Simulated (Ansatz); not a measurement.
# C3H9In (trimethylindium (TMIn)) at HF/def2-SVP (core potential)

Aim: the vertical ionisation energy of C3H9In (trimethylindium (TMIn)) at HF/def2-SVP (core potential), from 2 runs. 

The calculation is run with Ansatz 0.2.0.

35 further runs of the same task are left out: 2 that didn't finish, 33 set aside as unsound or not needed.

### Step 1. The molecule

The species is C3H9In (13 atoms), meant as a singlet with charge 0. As SMILES, `[CH3][In]([CH3])[CH3]`. Geometry: relaxed at PBE0-D4/def2-TZVP.

Bond lengths: C1–In2 2.164 Å, In2–C3 2.164 Å, In2–C4 2.164 Å, C1–H5 1.091 Å, C1–H6 1.094 Å, C1–H7 1.091 Å, C3–H8 1.091 Å, C3–H9 1.091 Å, C3–H10 1.094 Å, C4–H11 1.091 Å, C4–H12 1.094 Å, C4–H13 1.091 Å. Some angles: C1–In2–C3 120.0°, C1–In2–C4 120.1°, C3–In2–C4 119.9°, In2–C1–H5 111.3°, In2–C1–H6 109.3°, In2–C1–H7 111.3°, In2–C3–H8 111.3°, In2–C3–H9 111.4°, In2–C3–H10 109.2°, In2–C4–H11 111.4°.

### Step 2. The energy at HF/def2-SVP (core potential)

molecule.yaml

```yaml
crystal:
  periodic: [false, false, false]
  atoms:
    - symbol: C
      position_ang: [-0.506200, 1.897900, -0.902800]
    - symbol: In
      position_ang: [0.007900, -0.003300, -0.006900]
    - symbol: C
      position_ang: [1.475300, -0.088600, 1.581000]
    - symbol: C
      position_ang: [-0.956600, -1.818200, -0.683200]
    - symbol: H
      position_ang: [0.329400, 2.598000, -0.853700]
    - symbol: H
      position_ang: [-1.344900, 2.339400, -0.357000]
    - symbol: H
      position_ang: [-0.811500, 1.777000, -1.943300]
    - symbol: H
      position_ang: [1.276400, -0.918200, 2.261200]
    - symbol: H
      position_ang: [1.500700, 0.842500, 2.149300]
    - symbol: H
      position_ang: [2.467200, -0.242700, 1.146600]
    - symbol: H
      position_ang: [-1.254700, -1.743900, -1.730100]
    - symbol: H
      position_ang: [-1.858700, -1.990800, -0.089300]
    - symbol: H
      position_ang: [-0.304000, -2.683700, -0.557100]
basis:
  gaussian: {orbitals: def2-SVP}
hamiltonian: {xc: hf}
accuracy: high
output: {orbitals: {seedname: orbitals}}
```

Run with:

```bash
$ ansatz run molecule.yaml --threads 1 --pin off --max-ram 3480MiB --events-out events.jsonl --progress --plain --runs-dir runs
```

Log:

```text
Warning: RAYON_NUM_THREADS=1 ignored (pool sized by the plan → 1); use --threads N
Functional definition: HF
  name "HF"
  exchange = exact_x
  correlation = 0
2860 factors; integrals over basis functions are off by at most 1.9e-8 eV
mean field evaluation 1: about -8375.6521 eV, gradient 3.6e1 eV
mean field evaluation 2: about -8375.7415 eV, gradient 3.6e1 eV
mean field evaluation 4: about -8379.2827 eV, gradient 2.7e0 eV
mean field evaluation 8: about -8379.3197 eV, gradient 4.1e-4 eV
mean field -8379.31966098 eV, -307.9343178342 hartree, gradient 2.2e-8 eV, S^2 0.000000; 0 other end points of the search recorded, 0 dependent functions left out
reference -8379.31966098 eV, -307.9343178342 hartree; 24, 24 occupied and 89, 89 virtual orbitals, 2860 factors
Total energy: -8379.31966098 eV, -307.9343178342 hartree
```

It took 6.6 s on 1 thread of Arm Neoverse V1, shared host; peak memory 0.41 GiB.

### Step 3. The doublet cation, same level

run.yaml

```yaml
crystal:
  periodic: [false, false, false]
  atoms:
    - symbol: C
      position_ang: [-0.506200, 1.897900, -0.902800]
    - symbol: In
      position_ang: [0.007900, -0.003300, -0.006900]
    - symbol: C
      position_ang: [1.475300, -0.088600, 1.581000]
    - symbol: C
      position_ang: [-0.956600, -1.818200, -0.683200]
    - symbol: H
      position_ang: [0.329400, 2.598000, -0.853700]
    - symbol: H
      position_ang: [-1.344900, 2.339400, -0.357000]
    - symbol: H
      position_ang: [-0.811500, 1.777000, -1.943300]
    - symbol: H
      position_ang: [1.276400, -0.918200, 2.261200]
    - symbol: H
      position_ang: [1.500700, 0.842500, 2.149300]
    - symbol: H
      position_ang: [2.467200, -0.242700, 1.146600]
    - symbol: H
      position_ang: [-1.254700, -1.743900, -1.730100]
    - symbol: H
      position_ang: [-1.858700, -1.990800, -0.089300]
    - symbol: H
      position_ang: [-0.304000, -2.683700, -0.557100]
basis:
  gaussian: {orbitals: def2-SVP}
total_charge: 1
magnetization: {spin_polarized: true, initial_magnetization: 1}
hamiltonian: {xc: hf}
accuracy: high
output: {orbitals: {seedname: orbitals}}
```

Run with:

```bash
$ ansatz run run.yaml --threads 1 --pin off --max-ram 3480MiB --events-out events.jsonl --progress --plain --runs-dir runs
```

Log:

```text
Warning: RAYON_NUM_THREADS=1 ignored (pool sized by the plan → 1); use --threads N
[... 4 set-up lines as earlier in the session ...]
2859 factors; integrals over basis functions are off by at most 1.9e-8 eV
mean field evaluation 1: about -8366.2403 eV, gradient 2.9e1 eV
mean field evaluation 2: about -8366.2515 eV, gradient 2.9e1 eV
mean field evaluation 4: about -8370.9481 eV, gradient 2.6e0 eV
mean field evaluation 8: about -8371.0661 eV, gradient 2.2e-1 eV
mean field evaluation 16: about -8370.9939 eV, gradient 2.2e0 eV
mean field evaluation 32: about -8371.0001 eV, gradient 1.2e0 eV
mean field evaluation 64: about -8371.0612 eV, gradient 8.1e-2 eV
mean field evaluation 96: about -8371.0893 eV, gradient 3.4e-2 eV
mean field evaluation 128: about -8371.0630 eV, gradient 4.6e-2 eV
mean field -8371.08888473 eV, -307.6318423861 hartree, gradient 1.6e-8 eV, S^2 0.869099; 2 other end points of the search recorded, 0 dependent functions left out
reference -8371.08888473 eV, -307.6318423861 hartree; 24, 23 occupied and 89, 90 virtual orbitals, 2859 factors
Total energy: -8371.08888473 eV, -307.6318423861 hartree
```

It took 26 s on 1 thread of Arm Neoverse V1, shared host; peak memory 0.51 GiB.

### Step 4. What came out

At HF/def2-SVP (core potential):

```
                                          quantity          value
                      singlet C3H9In: total energy  -307.93432 Eh
                       singlet C3H9In: HOMO energy       -9.67 eV
                       singlet C3H9In: LUMO energy        1.73 eV
                     singlet C3H9In: HOMO–LUMO gap       11.41 eV
                      doublet cation: total energy  -307.63184 Eh
doublet cation: HOMO energy (highest over α and β)      -14.07 eV
 doublet cation: LUMO energy (lowest over α and β)       -6.88 eV
                              doublet cation: ⟨S²⟩          0.869
vertical ionisation energy (to the doublet cation)       8.231 eV
```

**Reading.** Removing an electron at fixed nuclei costs 8.23 eV (794 kJ/mol). The negative HOMO energy of the first species, 9.67 eV, lies 1.44 eV above that difference. ⟨S²⟩ (doublet cation) is 0.87 where a pure doublet has 0.75: the reference is spin-contaminated.
